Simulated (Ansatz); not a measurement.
# WS2: the cost of one run

Computed with Ansatz 0.2.0 (DFT PBEsol, scalar-relativistic, plane waves, PAW, unless a step's input says otherwise).

## 1. The starting structure

It takes space group P-3m1 (No. 164, trigonal). The conventional cell has a = 3.146 Å, b = 3.146 Å, c = 34.596 Å, α = 90.00°, β = 90.00°, γ = 120.00°. W (site symmetry 3m) has 6 S at 2.40 Å in its first shell of neighbours. S (site symmetry 3m) is surrounded by 3 W at 2.40 Å.

Structure file:

```cif
data_structure
_symmetry_space_group_name_H-M 'P-3m1'
_symmetry_Int_Tables_number 164
_cell_length_a 3.1460
_cell_length_b 3.1460
_cell_length_c 34.5959
_cell_angle_alpha 90.000
_cell_angle_beta 90.000
_cell_angle_gamma 120.000
_cell_volume 296.54
loop_
_atom_site_label
_atom_site_type_symbol
_atom_site_symmetry_multiplicity
_atom_site_Wyckoff_symbol
_atom_site_fract_x
_atom_site_fract_y
_atom_site_fract_z
_atom_site_occupancy
W1 W 2 d 0.66667 0.33333 0.40826 1
W2 W 2 d 0.66667 0.33333 0.77522 1
S1 S 2 d 0.66667 0.33333 0.17950 1
S2 S 2 d 0.66667 0.33333 0.54643 1
S3 S 2 d 0.33333 0.66667 0.36295 1
S4 S 2 d 0.33333 0.66667 0.72990 1
```

It goes back to an entry of the Materials Project, which need not be the stable form.

This cell was relaxed beforehand with the same method: volume 24.71 Å³/atom, gap on the mesh 1.24 eV.

## 2. The reference: the undisturbed cell on the scan's mesh

input.yaml reads:

```yaml
crystal:
  lattice:
    - [3.1460316655, 0.0, 0.0]
    - [-1.5730158327, 2.7245433434, 0.0]
    - [0.0, 0.0, 34.5959235656]
  atoms:
    - { symbol: W, position: [0.6666666667, 0.3333333333, 0.4082577679] }
    - { symbol: W, position: [0.6666666667, 0.3333333333, 0.7752182555] }
    - { symbol: W, position: [0.3333333333, 0.6666666667, 0.2247817445] }
    - { symbol: W, position: [0.3333333333, 0.6666666667, 0.5917422321] }
    - { symbol: S, position: [0.6666666667, 0.3333333333, 0.1795000005] }
    - { symbol: S, position: [0.6666666667, 0.3333333333, 0.5464305884] }
    - { symbol: S, position: [0.3333333333, 0.6666666667, 0.3629459691] }
    - { symbol: S, position: [0.3333333333, 0.6666666667, 0.7299024484] }
    - { symbol: S, position: [0.6666666667, 0.3333333333, 0.2700975516] }
    - { symbol: S, position: [0.6666666667, 0.3333333333, 0.6370540309] }
    - { symbol: S, position: [0.3333333333, 0.6666666667, 0.4535694116] }
    - { symbol: S, position: [0.3333333333, 0.6666666667, 0.8204999995] }
basis:
  ecutwfc: 420
kpoints:
  mp_grid: { grid: [12, 12, 1] }
hamiltonian:
  xc: pbesol
scf:
  occupations: { method: gaussian, width: 0.05 }
output:
  forces: true
  stress: true
  eigenvalues: true
  write_density: true
  write_potential: true
  elf: true
  volumetric_format: npy
```

Launch:

```console
$ ansatz run input.yaml --threads 2 --pin off --max-ram 5120MiB --backend cpu --events-out ev --progress --plain --runs-dir out
```

What time and memory should one allow on 2 threads of Arm Neoverse V1, shared host?

About 17 s, with a peak of 0.73 GiB.
